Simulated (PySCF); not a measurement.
# How the numerical set-up moves the result for C⁺

The method stays; parts of the set-up, such as the basis or the Hamiltonian, are changed.

Computed with PySCF 2.14.0. Level: each script names its method and basis.

4 further runs of the same task are left out: 4 that didn't finish.

**1. The atom**

C⁺: 1 atom, charge 1, spin multiplicity 2.

**2. The base run**

File input.py:

```python
from pyscf import gto, dft

mol = gto.M(
    atom='C 0 0 0',
    basis='cc-pvtz-dk',
    charge=1,
    spin=1,
    verbose=3,
)
mf = dft.UKS(mol, xc='bhandhlyp')
mf = mf.sfx2c1e()
mf.kernel()
mf.stability(internal=True, external=True)
mf.dip_moment()
print('orbital energies (hartree):', [e[max(0, n-3):n+3].round(4) for e, n in zip(mf.mo_energy, mol.nelec)])
```

Started as:

```console
$ python input.py
```

The log of this run is left out.

In short: E(SCF) = -37.445314 Eh, ⟨S²⟩ = 0.753, internal stable; real -> complex stable; UHF/UKS -> GHF/GKS unstable.

**3. Aug-cc-pvdz (X2C off)**

Variant 1 changes basis set: cc-pvtz-dk → aug-cc-pvdz; spin-free X2C: on → off.

File input.py:

```python
from pyscf import gto, dft

mol = gto.M(
    atom='C 0 0 0',
    basis='aug-cc-pvdz',
    charge=1,
    spin=1,
    verbose=3,
)
mf = dft.UKS(mol, xc='bhandhlyp')
mf.kernel()
mf.stability(internal=True, external=True)
mf.dip_moment()
print('orbital energies (hartree):', [e[max(0, n-3):n+3].round(4) for e, n in zip(mf.mo_energy, mol.nelec)])
```

Started as:

```console
$ python input.py
```

**4. Spin-free X2C off**

Variant 2 changes spin-free X2C: on → off.

Changes to input.py since step 2:

```diff
@@ -10,3 +10,2 @@
 mf = dft.UKS(mol, xc='bhandhlyp')
-mf = mf.sfx2c1e()
 mf.kernel()
```

**5. Pcseg-1 (X2C off)**

Variant 3 changes basis set: cc-pvtz-dk → pcseg-1; spin-free X2C: on → off.

Changes to input.py since step 2:

```diff
@@ -4,3 +4,3 @@
     atom='C 0 0 0',
-    basis='cc-pvtz-dk',
+    basis='pcseg-1',
     charge=1,
@@ -10,3 +10,2 @@
 mf = dft.UKS(mol, xc='bhandhlyp')
-mf = mf.sfx2c1e()
 mf.kernel()
```

**6. Integration grid (20, 50)**

Variant 4 changes integration grid: default → (20, 50).

Changes to input.py since step 2:

```diff
@@ -11,2 +11,3 @@
 mf = mf.sfx2c1e()
+mf.grids.atom_grid = (20, 50)
 mf.kernel()
```

**7. Density fitting weigend**

Variant 5 changes density fitting: none → weigend.

Changes to input.py since step 2:

```diff
@@ -11,2 +11,3 @@
 mf = mf.sfx2c1e()
+mf = mf.density_fit(auxbasis='weigend')
 mf.kernel()
```

Q: Predict the outcome of this session. Wanted: for each run, E(SCF); from base; gap, α spin; after the SCF.

The runs gave:

| run | E(SCF) (hartree) | from base (eV) | gap, α spin (eV) | functions | after the SCF |
| --- | --- | --- | --- | --- | --- |
| base | -37.445314 | 0 | 7.98 | 30 | unstable: UHF/UKS -> GHF/GKS |
| aug-cc-pvdz (X2C off) | -37.424739 | not comparable | 7.94 | 23 | unstable: internal, UHF/UKS -> GHF/GKS |
| spin-free X2C off (poor choice) | -37.429398 | not comparable | 7.98 | 30 | unstable: internal, UHF/UKS -> GHF/GKS |
| pcseg-1 (X2C off) | -37.412363 | not comparable | 7.94 | 14 | unstable: internal, UHF/UKS -> GHF/GKS |
| integration grid (20, 50) | -37.444626 | +0.0187 | 7.98 | 30 | unstable: internal, UHF/UKS -> GHF/GKS |
| density fitting weigend | -37.445213 | +0.0027 | 7.98 | 30 | unstable: UHF/UKS -> GHF/GKS |

What this shows: Of the runs whose energies can be compared, “integration grid (20, 50)” moves the SCF energy most (+0.019 eV). Rows marked «poor choice» come from settings spoiled on purpose.
